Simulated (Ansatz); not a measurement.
**C9H11+: up Jacob's ladder to CCSD(T)**

The task here is to estimate one member of a computed series from the others.

Method: functionals in def2-TZVPP, the program's frozen cores in correlated methods; program: Ansatz 0.2.0, Gaussian basis.

The runs, in order: LDA (SPW92), PBE-D4, revPBE-D4, BLYP-D4, r2SCAN-D4, B97M-V, PBE0-D4, B3LYP-D4, r2SCANh-D4, r2SCAN0-D4, HSE06-D4, BHLYP-D4, CAM-B3LYP-D4, LC-ωPBE, ωB97X-V, ωB97M-V, B2PLYP, PBE-QIDH; CCSD(T)/def2-SVP; CCSD(T)/def2-TZVPP; MP2/def2-QZVPP; extrapolation to the limit; RPA on PBE.

## Structure used throughout

An earlier PBE0-D4 in a triple-zeta def2 set relaxation fixed the geometry.

SMILES `C[C+](C)c1ccccc1`, 20 atoms, charge 1, spin multiplicity 1.

Atoms are counted from 1 here; the program's logs count them from 0.

Bond lengths: C1–C2 1.473 Å, C1–H10 1.101 Å, C1–H11 1.092 Å, C1–H12 1.086 Å, C2–C3 1.473 Å, C2–C4 1.408 Å, C3–H13 1.092 Å, C3–H14 1.085 Å, C3–H15 1.101 Å, C4–C5 1.420 Å, C4–C9 1.420 Å, C5–C6 1.372 Å, C5–H16 1.081 Å, C6–C7 1.394 Å, C6–H17 1.083 Å, C7–C8 1.394 Å, C7–H18 1.084 Å, C8–C9 1.372 Å and more. Angles: C2–C1–H10 107.2°, C2–C1–H11 110.3°, C2–C1–H12 115.3°, H10–C1–H11 105.4°, H10–C1–H12 108.3°, H11–C1–H12 109.9°, C1–C2–C3 114.5°, C1–C2–C4 122.8°, C3–C2–C4 122.8°, C2–C3–H13 110.3°, C2–C3–H14 115.3°, C2–C3–H15 107.2°, H13–C3–H14 109.9°, H13–C3–H15 105.4°, H14–C3–H15 108.3°, C2–C4–C5 120.9°, C2–C4–C9 120.9°, C5–C4–C9 118.2° and more.

The first run:

Contents of in.yaml:

```yaml
crystal:
  periodic: [false, false, false]
  atoms:
    - {symbol: C, position_ang: [-0.463824, -0.839786, 2.224363]}
    - {symbol: C, position_ang: [-0.782148, -0.057433, 1.017194]}
    - {symbol: C, position_ang: [-2.071140, 0.653807, 1.073249]}
    - {symbol: C, position_ang: [0.074818, 0.005470, -0.097581]}
    - {symbol: C, position_ang: [1.344711, -0.628750, -0.077062]}
    - {symbol: C, position_ang: [2.181883, -0.554749, -1.161780]}
    - {symbol: C, position_ang: [1.771853, 0.130074, -2.304856]}
    - {symbol: C, position_ang: [0.526061, 0.753415, -2.360996]}
    - {symbol: C, position_ang: [-0.307807, 0.704688, -1.272299]}
    - {symbol: H, position_ang: [-0.049185, -0.139285, 2.965215]}
    - {symbol: H, position_ang: [-1.379200, -1.229602, 2.675123]}
    - {symbol: H, position_ang: [0.250078, -1.644831, 2.080837]}
    - {symbol: H, position_ang: [-2.288565, 0.962646, 2.098183]}
    - {symbol: H, position_ang: [-2.162408, 1.503125, 0.403456]}
    - {symbol: H, position_ang: [-2.855200, -0.074483, 0.815718]}
    - {symbol: H, position_ang: [1.673752, -1.162013, 0.803908]}
    - {symbol: H, position_ang: [3.154210, -1.029940, -1.133355]}
    - {symbol: H, position_ang: [2.432114, 0.178433, -3.163765]}
    - {symbol: H, position_ang: [0.221479, 1.277690, -3.257882]}
    - {symbol: H, position_ang: [-1.271482, 1.191515, -1.327670]}
basis:
  gaussian: {orbitals: def2-TZVPP}
total_charge: 1
hamiltonian: {xc: lda}
output: {orbitals: {seedname: orbitals}}
```

Steps of the session up to this table: LDA; PBE-D4 (GGA); revPBE-D4 (GGA); BLYP-D4 (GGA); r2SCAN-D4 (meta-GGA); B97M-V (meta-GGA); PBE0-D4 (hybrid); B3LYP-D4 (hybrid); r2SCANh-D4 (hybrid); r2SCAN0-D4 (hybrid); HSE06-D4 (hybrid); BHLYP-D4 (hybrid); CAM-B3LYP-D4 (range-separated); LC-ωPBE-D4 (range-separated; the results give it without D4); ωB97X-V (range-separated); ωB97M-V (range-separated); B2PLYP (double hybrid); PBE-QIDH (double hybrid).

One of the session's tables, all rows but one given; the rest of the session is left out.

It belongs to the step «Frontier levels by functional». Levels are read from the orbital files that the runs wrote:

```
  functional  HOMO (eV)  LUMO (eV)  gap (eV)
 LDA (SPW92)     -11.41      -8.90      2.51
      PBE-D4     -11.22      -8.71      2.51
   revPBE-D4     -11.15      -8.64      2.51
     BLYP-D4     -11.02      -8.53      2.49
   r2SCAN-D4     -11.36      -8.59      2.77
      B97M-V     -11.31      -8.50      2.81
     PBE0-D4     -12.17      -7.93      4.24
    B3LYP-D4     -11.95      -8.08      3.87
  r2SCANh-D4     -11.73      -8.31      3.42
  r2SCAN0-D4     -12.27      -7.87      4.41
    HSE06-D4     -11.78      -8.30      3.48
    BHLYP-D4     -12.91      -6.93      5.98
CAM-B3LYP-D4     -13.37      -6.90      6.47
     LC-ωPBE     -14.68      -6.01      8.67
     ωB97X-V     -14.32      -5.96      8.36
     ωB97M-V          ?          ?         ?
```

Q: Estimate the row for ωB97M-V from the others.

**Answer.** HOMO (eV): -14.25; LUMO (eV): -6.00; gap (eV): 8.25. In the column «HOMO (eV)» it lies between ωB97X-V (-14.32) and CAM-B3LYP-D4 (-13.37).
